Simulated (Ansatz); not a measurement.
# Lu3SbO6: the cost of one run

Program: Ansatz 0.2.0. Level of theory: DFT PBE, scalar-relativistic, plane waves, PAW. These are calculated values, not measurements.

### Step 1. Starting point

It takes space group Fm-3m (No. 225, cubic). Conventional cell: a = 8.397 Å, b = 8.397 Å, c = 8.397 Å, α = 90.00°, β = 90.00°, γ = 90.00°. Lu (site symmetry -43m) has 12 O at 2.98 Å as nearest neighbours. Lu (site symmetry m-3m) has 6 O at 2.32 Å as nearest neighbours. Around Sb (site symmetry m-3m) lie 6 O at 1.88 Å. O (site symmetry 4mm) is surrounded by 1 Sb at 1.88 Å and 1 Lu at 2.32 Å.

As a file:

```cif
data_structure
_symmetry_space_group_name_H-M 'Fm-3m'
_symmetry_Int_Tables_number 225
_cell_length_a 8.3970
_cell_length_b 8.3970
_cell_length_c 8.3970
_cell_angle_alpha 90.000
_cell_angle_beta 90.000
_cell_angle_gamma 90.000
_cell_volume 592.07
loop_
_atom_site_label
_atom_site_type_symbol
_atom_site_symmetry_multiplicity
_atom_site_Wyckoff_symbol
_atom_site_fract_x
_atom_site_fract_y
_atom_site_fract_z
_atom_site_occupancy
Lu1 Lu 8 c 0.25000 0.75000 0.75000 1
Lu2 Lu 4 b 0.50000 0.00000 0.00000 1
Sb1 Sb 4 a 0.00000 0.00000 0.00000 1
O1 O 24 e 0.22350 0.00000 0.00000 1
```

The cell is invented: species swapped into a database cell of Rb3TmF6 (Fm-3m, No. 225), with Lu on the Rb sites, Sb on the Tm sites and O on the F sites. Lengths come from tabulated atomic sizes and are only a guess.

### Step 2. Probe: one point on a coarse mesh

File input.yaml:

```yaml
crystal:
  lattice:
    - [0.0, 4.19850302, 4.19850302]
    - [4.19850302, 0.0, 4.19850302]
    - [4.19850302, 4.19850302, 0.0]
  atoms:
    - { symbol: Lu, position: [0.25, 0.25, 0.25] }
    - { symbol: Lu, position: [0.75, 0.75, 0.75] }
    - { symbol: Lu, position: [0.5, 0.5, 0.5] }
    - { symbol: Sb, position: [0.0, 0.0, 0.0] }
    - { symbol: O, position: [0.77649616, 0.22350384, 0.22350384] }
    - { symbol: O, position: [0.22350384, 0.77649616, 0.77649616] }
    - { symbol: O, position: [0.22350384, 0.77649616, 0.22350384] }
    - { symbol: O, position: [0.77649616, 0.22350384, 0.77649616] }
    - { symbol: O, position: [0.22350384, 0.22350384, 0.77649616] }
    - { symbol: O, position: [0.77649616, 0.77649616, 0.22350384] }
basis:
  ecutwfc: 420
kpoints:
  mp_grid: { grid: [4, 4, 4] }
hamiltonian:
  xc: pbe
scf:
  occupations: { method: gaussian, width: 0.1 }
  lower_state_search: "off"
output:
  forces: true
  stress: true
  eigenvalues: true
```

On the command line:

```bash
ansatz run input.yaml --threads 1 --pin off --max-ram 2048MiB --backend cpu --events-out ev --progress --plain --runs-dir out
```

What time and memory should one allow on 1 thread of Arm Neoverse V1, shared host?

About 12 s, with a peak of 0.44 GiB.
